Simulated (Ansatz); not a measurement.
# Si7Ge: the cost of one run

Program: Ansatz 0.2.0. Level of theory: DFT LDA, scalar-relativistic, plane waves, PAW. These are calculated values, not measurements.

2 further runs of the same task are left out: 2 set aside as unsound or not needed.

**1. The system as given**

The structure is cubic, space group P-43m (No. 215). The conventional cell has a = 5.425 Å, b = 5.425 Å, c = 5.425 Å, α = 90.00°, β = 90.00°, γ = 90.00°. Around Si (site symmetry 3m) lie 3 Si at 2.34 Å and 1 Ge at 2.37 Å. Around Si (site symmetry -42m) lie 4 Si at 2.34 Å. Ge (site symmetry -43m) is surrounded by 4 Si at 2.37 Å.

Coordinates:

```
CELL_PARAMETERS angstrom
5.42492 0.00000 0.00000
0.00000 5.42492 0.00000
0.00000 0.00000 5.42492
ATOMIC_POSITIONS crystal
Si 0.25241 0.25241 0.25241
Si 0.00000 0.50000 0.50000
Si 0.50000 0.50000 0.00000
Si 0.50000 0.00000 0.50000
Si 0.74759 0.25241 0.74759
Si 0.74759 0.74759 0.25241
Si 0.25241 0.74759 0.74759
Ge 0.00000 0.00000 0.00000
```

It goes back to an entry of the Materials Project, which need not be the stable form.

It is the result of an earlier relaxation at this level (volume 19.96 Å³/atom; gap on the mesh: 0.26 eV).

**2. Optical spectrum**

The input, input.yaml:

```yaml
crystal:
  lattice:
    - [5.4249226322, 0.0, 0.0]
    - [0.0, 5.4249226322, 0.0]
    - [0.0, 0.0, 5.4249226322]
  atoms:
    - { symbol: Si, position: [0.2524110154, 0.2524110154, 0.2524110154] }
    - { symbol: Si, position: [0.0, 0.5, 0.5] }
    - { symbol: Si, position: [0.5, 0.5, 0.0] }
    - { symbol: Si, position: [0.5, 0.0, 0.5] }
    - { symbol: Si, position: [0.7475889846, 0.2524110154, 0.7475889846] }
    - { symbol: Si, position: [0.7475889846, 0.7475889846, 0.2524110154] }
    - { symbol: Si, position: [0.2524110154, 0.7475889846, 0.7475889846] }
    - { symbol: Ge, position: [0.0, 0.0, 0.0] }
basis:
  ecutwfc: 420
kpoints:
  mp_grid: { grid: [8, 8, 8] }
hamiltonian:
  xc: lda
scf:
  occupations: { method: gaussian, width: 0.01 }
  n_extra_bands: 32
output:
  eigenvalues: true
  optics: { e_range: [0, 14], sigma: 0.1, nscf_kmesh: { grid: [12, 12, 12] } }
checkpoint:
  read: start.run
  write: ck
  compress: false
  write_wavefunctions: false
  write_every: 100000
```

Started as:

```console
ansatz run input.yaml --threads 4 --pin off --max-ram 12288MiB --backend cpu --events-out ev --progress --plain --runs-dir out
```

What time and memory should one allow on 4 threads of Oxide Virtual Turin-like (Zen 5), shared host?

About 45 s, with a peak of 1.8 GiB.
